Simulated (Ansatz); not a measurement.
A nudged elastic band was laid between two geometries of a periodic cell of 17 atoms, Si$_{16}$O (host Si, host structure diamond, interstitial O).

These are results of Ansatz, DFT PBEsol, scalar-relativistic, plane waves, PAW, not measurements. Settings: PAW set soft_1, cutoff 420 eV, k mesh 2x2x2, gaussian smearing 0.05 eV, spin collinear.

```json
{
  "movable images": "3",
  "climbing image": "yes",
  "spring": "5.0 eV/Å²",
  "optimiser": "quadratic models (default)",
  "start path": "IDPP",
  "force threshold": "0.05 eV/Å",
  "iteration limit": "80",
  "end points": "relaxed"
}
```

Initial state:

```xyz
17
Lattice="0.0000 5.4300 5.4300 5.4300 0.0000 5.4300 5.4300 5.4300 0.0000" Properties=species:S:1:pos:R:3
Si 0.007 0.010 0.022
Si 1.386 1.347 1.377
Si 2.726 2.692 -0.019
Si 4.062 4.067 1.342
Si 2.441 -0.081 2.965
Si 3.995 1.278 4.100
Si 5.325 2.632 2.707
Si 6.528 3.938 4.253
Si 0.140 2.974 2.538
Si 1.444 4.176 4.089
Si 2.792 5.510 2.692
Si 4.153 7.065 3.825
Si 2.701 2.702 5.439
Si 3.772 4.059 6.983
Si 5.438 5.731 5.241
Si 6.793 6.801 6.785
O 4.047 5.445 6.106
```

Final state:

```xyz
17
Lattice="0.0000 5.4300 5.4300 5.4300 0.0000 5.4300 5.4300 5.4300 0.0000" Properties=species:S:1:pos:R:3
Si 0.009 -0.020 -0.011
Si 1.442 1.346 1.255
Si 2.799 2.732 -0.081
Si 4.065 4.088 1.361
Si 2.694 -0.003 2.736
Si 3.995 1.334 4.155
Si 5.327 2.719 2.793
Si 6.795 4.065 4.060
Si 0.136 2.899 2.452
Si 1.385 4.053 4.080
Si 2.727 5.447 2.735
Si 4.159 7.031 3.788
Si 2.443 2.475 5.514
Si 3.768 3.892 6.804
Si 5.441 5.616 5.124
Si 6.533 6.606 6.915
O 4.043 4.768 5.418
```

Q: What changes between the two ends?

A: The atom that moves furthest is O17, by 0.97 Å; four of its nearest neighbours are Si15 1.66, Si14 1.66, Si5 2.80, Si12 2.80 Å at the first end and Si15 1.66, Si14 1.66, Si12 2.79, Si13 2.80 Å at the last.

Q: Give the energies along the band, and the barrier.

A: The forces met the threshold. The highest image is number 2 of 0 to 4, 0.014 eV above the ends, which have the same energy within 2 meV. By the program's own check the climbing image is a first-order saddle point (lowest curvatures found: -0.15 and 0.57 eV/Å²). Limits of this set-up: coarse k mesh, PAW files made for another functional, a small cell, in which the defect meets its images.

| image | path coordinate (Å) | energy (eV) |
| --- | --- | --- |
| 0 | 0.00 | 0.000 |
| 1 | 0.31 | 0.007 |
| 2 | 0.63 | 0.014 |
| 3 | 0.93 | 0.007 |
| 4 | 1.24 | 0.000 |

Q: What is the geometry of the highest image?

A: 
```xyz
17
Lattice="0.0000 5.4300 5.4300 5.4300 0.0000 5.4300 5.4300 5.4300 0.0000" Properties=species:S:1:pos:R:3
Si 0.033 -0.010 0.011
Si 1.442 1.340 1.319
Si 2.774 2.714 -0.056
Si 4.071 4.082 1.348
Si 2.566 -0.060 2.874
Si 4.006 1.292 4.138
Si 5.318 2.674 2.755
Si 6.647 3.999 4.175
Si 0.174 2.963 2.468
Si 1.443 4.112 4.090
Si 2.775 5.486 2.716
Si 4.173 7.081 3.780
Si 2.568 2.558 5.490
Si 3.763 3.964 6.897
Si 5.411 5.679 5.181
Si 6.649 6.686 6.860
O 3.942 5.139 5.725
```

The run took 3.6 min on 2 threads of Arm Neoverse V1, with other jobs on the host, peak memory 1.3 GiB.
